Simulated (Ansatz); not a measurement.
**F2H2NSi radical: two vibrations frozen in**

A grid of calculations on F₂H₂NSi, SMILES [NH][SiH](F)F, spin multiplicity 2, to see where the energy is lowest and how it rises around there.

Method: UHF-MP2, frozen core/def2-SVP; program: Ansatz 0.2.0.

## Step 1: Starting geometry

6 atoms, charge 0, spin multiplicity 2.

Atoms are counted from 1 here; the program's logs count them from 0.

Bond lengths: N1–Si2 1.754 Å, N1–H5 1.038 Å, Si2–F3 1.625 Å, Si2–F4 1.631 Å, Si2–H6 1.491 Å. Angles: Si2–N1–H5 115.0°, N1–Si2–F3 107.1°, N1–Si2–F4 114.7°, N1–Si2–H6 109.3°, F3–Si2–F4 106.7°, F3–Si2–H6 109.9°, F4–Si2–H6 109.0°.

Geometry (Å):

```xyz
6
charge 0, multiplicity 2
N    -0.0589    1.1054   -0.8176
Si    0.1748   -0.2219    0.3043
F     1.5884   -0.9280   -0.0770
F    -0.9647   -1.3862    0.2294
H    -0.9295    1.0551   -1.3807
H     0.2320    0.3116    1.6955
```

This geometry comes from a loose relaxation at PBE in a small basis, which is not shown.

## Step 4: Plan of the scan

- normal mode 2 (250 cm⁻¹): 15 values from −0.849 to 0.849 amu½·Å
- normal mode 6 (836 cm⁻¹): 15 values from −0.483 to 0.483 amu½·Å

Nothing else is relaxed (straight displacements along the two mass-weighted modes). Energies count from the relaxed molecule at the same level. Points are written as (first, second).

The patterns, per unit of each coordinate (Å):

```csv
atom,x1,y1,z1,x2,y2,z2
N1,0.127,0.026,-0.029,-0.021,0.033,-0.065
Si2,-0.055,-0.011,0.012,0.016,0.018,0.086
F3,-0.045,0.071,-0.052,0.072,-0.032,-0.051
F4,0.010,-0.078,0.060,-0.069,-0.061,-0.020
H5,0.507,0.104,-0.114,-0.115,0.413,-0.133
H6,-0.083,-0.017,0.019,-0.081,0.388,-0.008
```

(The set-up runs are not shown.)

## Step 5: Point (0.485 amu½·Å, −0.069 amu½·Å)

input.yaml

```yaml
crystal:
  periodic: [false, false, false]
  atoms:
    - { symbol: "N", position_ang: [-0.310303, 1.171054, -0.639011] }
    - { symbol: Si, position_ang: [0.098657, -0.197308, 0.359737] }
    - { symbol: F, position_ang: [1.461379, -0.789703, -0.256921] }
    - { symbol: F, position_ang: [-1.00217, -1.371077, 0.358691] }
    - { symbol: H, position_ang: [-0.288995, 0.939637, -1.657502] }
    - { symbol: H, position_ang: [0.321168, 0.176931, 1.751854] }
magnetization:
  spin_polarized: true
  initial_magnetization: 1
basis:
  gaussian: { orbitals: def2-SVP }
hamiltonian:
  xc: hf
output:
  forces: true
correlation:
  method: mp2
scf:
  omitted_lower_state_checks: [cluster_reference]
```

Launch:

```bash
ansatz run input.yaml --threads 1 --pin off --max-ram 2560MiB --backend cpu --events-out ev --progress --plain --runs-dir out
```

Further runs follow: the other points that were computed.

**Question.** What will these runs give? Wanted: lowest point; highest computed point; largest force on an atom.

**Answer**, as computed:

| quantity | value |
| --- | --- |
| lowest point | (0.000 amu½·Å, 0.000 amu½·Å), 1 cm⁻¹ |
| highest computed point | (−0.849 amu½·Å, 0.483 amu½·Å), 3938 cm⁻¹ above the lowest |
| largest force on an atom (eV/Å) | 0.00 at (0.000 amu½·Å, 0.000 amu½·Å) to 3.45 at (0.000 amu½·Å, −0.483 amu½·Å); 0.00 at the lowest point |
| time for the whole task | 5.7 min on 1 thread, shared host |

**Reading.** The lowest computed point is at (0.000 amu½·Å, 0.000 amu½·Å), 1 cm⁻¹ from the relaxed molecule at the same level. No other kind of well shows on this grid. The highest computed point, (−0.849 amu½·Å, 0.483 amu½·Å), lies 3938 cm⁻¹ above the lowest. Round the minimum the two coordinates are nearly uncoupled.
